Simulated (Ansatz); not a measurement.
AgPdO₂, space group Pmmm: relaxations under a series of pressures, run with Ansatz 0.2.0 through its Python package.

`agpdo2.extxyz`
```text
4
Lattice="3.00450974 0.0 0.0 0.0 3.34717092 0.0 0.0 0.0 5.42314049" Properties=species:S:1:pos:R:3 pbc="T T T"
Ag    1.50225487    1.67358546    2.71157024
Pd    0.00000000    0.00000000    0.00000000
O     1.50225487    0.00000000    1.33432321
O     1.50225487    0.00000000    4.08881728
```

`compress.py`:
```python
"""Volume and enthalpy of AgPdO2 against pressure."""

import ansatz as az
import numpy as np

XC = "lda"
KMESH = (9, 8, 5)
WIDTH_EV = 0.1

def edges_and_angles(cell):
    cell = np.asarray(cell)
    a, b, c = np.linalg.norm(cell, axis=1)
    cosines = cell[1] @ cell[2] / (b * c), cell[0] @ cell[2] / (a * c), cell[0] @ cell[1] / (a * b)
    return (a, b, c, *np.degrees(np.arccos(cosines)))

structure = az.Crystal.from_extxyz("agpdo2.extxyz")

job = structure.calculation()
job = job.functional(XC)
job = job.kpoints(mesh=KMESH)
job = job.occupations(az.OccupationsMethod.FERMI_DIRAC, width=WIDTH_EV)
job = job.pseudopotentials("paw")

# H = F + PV, with 1 GPa A^3 = 1/160.21766 eV
rows = []
for pressure in [0, 2, 4, 6, 8]:
    outcome = job.relax(cell=True, pressure=pressure, force_tolerance=0.02).run()
    cell = outcome.lattice.cell_ang
    n_atoms = len(outcome.lattice.sites)
    volume = abs(np.linalg.det(cell)) / n_atoms
    enthalpy = outcome.report["free_energy_ev"] / n_atoms + pressure * volume / 160.21766
    rows.append((pressure, volume, enthalpy, *edges_and_angles(cell)))
    print(f"{pressure} GPa done: {volume:.4f} A^3/atom")

print(" P (GPa)  V (A^3/atom)  H (eV/atom)     a       b       c")
for row in rows:
    print("{:8.1f} {:12.4f} {:14.5f} {:7.4f} {:7.4f} {:7.4f}".format(*row[:6]))
p, v = np.array([row[0] for row in rows], float), np.array([row[1] for row in rows])
print("mean bulk modulus between rows (GPa):", np.round(-np.diff(p) / np.diff(np.log(v)), 1))
```

From its runs, with one value withheld:

| P (GPa) | relaxed V (Å³/atom) |
| --- | --- |
| 0 | 12.914 |
| 2 | ? |
| 4 | 12.591 |
| 6 | 12.443 |
| 8 | 12.304 |

What volume does the cell relax to at 2 GPa?

Murnaghan's form V = V0 (1 + B' P / B0)^(-1/B') through the 4 rows shown gives V0 = 12.914 Å³, B0 = 150.2 GPa and B' = 3.86, and so 12.748 Å³ an atom at 2 GPa. The run gave 12.748 Å³, 0.00 % away.

Caveats:
- The cell holds an odd number of electrons and is run without spin, so a magnetic state may lie lower.
- At a fixed pressure a relaxation lowers the enthalpy F + PV, while F alone can rise.
- For a metal this k-point mesh is coarse: on a finer one energies can move by several to tens of meV an atom and pressures by half a GPa or more, differences at one mesh by less.
- This cell is a computed structure, which may not be the phase found in nature.
- Symmetry holds the cell in this phase, whether or not it is the stable one at each pressure.
- Run time: 2.6 min on 1 thread of Arm Neoverse V2, on a shared host, peak memory 0.48 GiB.
